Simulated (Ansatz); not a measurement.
Crystal: Ba2Tl5V3O12.

```xyz
22
Lattice="6.6527 0.0495 0.0202 2.8607 8.3646 0.0038 2.6828 2.4694 9.1957" Properties=species:S:1:pos:R:3 pbc="T T T"
Ba    5.5442    0.4859    0.2246
Ba    5.0453    8.8099    3.1356
V     7.8851    6.7880    3.1058
V     2.5747    2.3174    0.3028
V     2.2646    2.2781    6.0800
Tl    3.7845    4.2101    3.2255
Tl    6.5448    4.4409    5.5815
Tl    8.1264    9.0456    6.1615
Tl    6.6930    4.4787    1.0881
Tl    4.6212    7.2113    6.8375
O     3.6229    2.1646    4.9879
O     8.0188    5.0381    3.1811
O     3.7266    2.1571    1.5981
O     7.5372    1.8755    5.1646
O     4.9576    6.4605    9.0991
O     7.0474    7.3889    4.4933
O     8.6870    3.8848    6.7562
O     6.8904    7.1926    1.7495
O     1.1117    1.6298    0.9364
O     5.2975    9.5590    7.4268
O     5.9074    3.9074    8.2110
O     9.3999    7.5353    2.8601
```

The cell was built by a generator and needn't be a form met in nature.

* Program: Ansatz 0.2.0
* Task: relaxation of cell and atoms
* Functional: r2SCAN
* Potentials or basis: Ansatz PAW
* Cutoff: 500 eV (not typed: the program's choice for these potentials)
* k mesh: 3 × 3 × 2
* Occupations: fermi-dirac, width 0.05 eV
* Spin: collinear spin, ferromagnetic start
* Starting moments: [0.0, 0.0, 2.0, 2.0, 2.0, 0.0, 0.0, 0.0, 0.0, 0.0, 0.0, 0.0, 0.0, 0.0, 0.0, 0.0, 0.0, 0.0, 0.0, 0.0, 0.0, 0.0] μB

At the start: volume 23.18 Å³/atom.

Question: Where does the relaxation end?

Answer: It ends after 13 steps and the volume is 21.27 Å³/atom (-8.3 %); space group P1 (No. 1, to 0.05 Å); moment 0.00 μB per cell.

The path:
```
step  energy change (eV)  largest force (eV/Å)  volume (Å³)
   1              0.0000                0.4716       510.04
   2             -0.0199                0.4407       466.99
   3             -0.1386                0.1172       485.62
   4             -0.1499                0.2018       476.79
   5             -0.1617                0.1372       476.19
   6             -0.1658                0.0769       475.39
   7             -0.1713                0.0836       472.18
   8             -0.1742                0.0492       470.36
   9             -0.1763                0.0445       468.55
  10             -0.1771                0.0150       468.12
  11             -0.1773                0.0128       467.87
  12             -0.1775                0.0060       467.90
  13             -0.1654                0.0062       467.90
```

Final structure:
```xyz
22
Lattice="6.5769 -0.0455 -0.0584 2.7130 7.8624 -0.2052 2.5119 2.1025 8.9560" Properties=species:S:1:pos:R:3 pbc="T T T"
Ba    5.4406    0.2394    0.2040
Ba    4.8277    8.2164    2.8500
V     7.6007    6.1722    2.8398
V     2.5258    2.1057    0.1575
V     2.2368    2.1237    5.9460
Tl    3.7000    4.0250    3.0338
Tl    6.3694    4.0237    5.4045
Tl    7.8268    8.4068    5.9481
Tl    6.4620    3.9483    0.7380
Tl    4.2382    6.5263    6.3777
O     3.5792    2.0656    4.8504
O     7.7895    4.4495    2.9136
O     3.6839    2.0188    1.4403
O     7.4236    1.6656    4.9749
O     4.7274    5.8301    8.6086
O     6.8042    6.7878    4.2274
O     8.5478    3.5772    6.6266
O     6.5732    6.5385    1.5126
O     1.0819    1.4881    0.8648
O     5.1403    8.8004    6.9784
O     5.6473    3.2242    7.8914
O     9.0803    6.9382    2.5065
```

Caveat: the magnetic or orbital state may not be the lowest; the plane-wave basis is chosen anew once the cell has moved, so the energies of steps on either side of that aren't comparable; the PAW data sets come from PBE, with cores solved anew for the run's functional, which leaves a small shift of forces and pressure; the starting moments weren't kept.
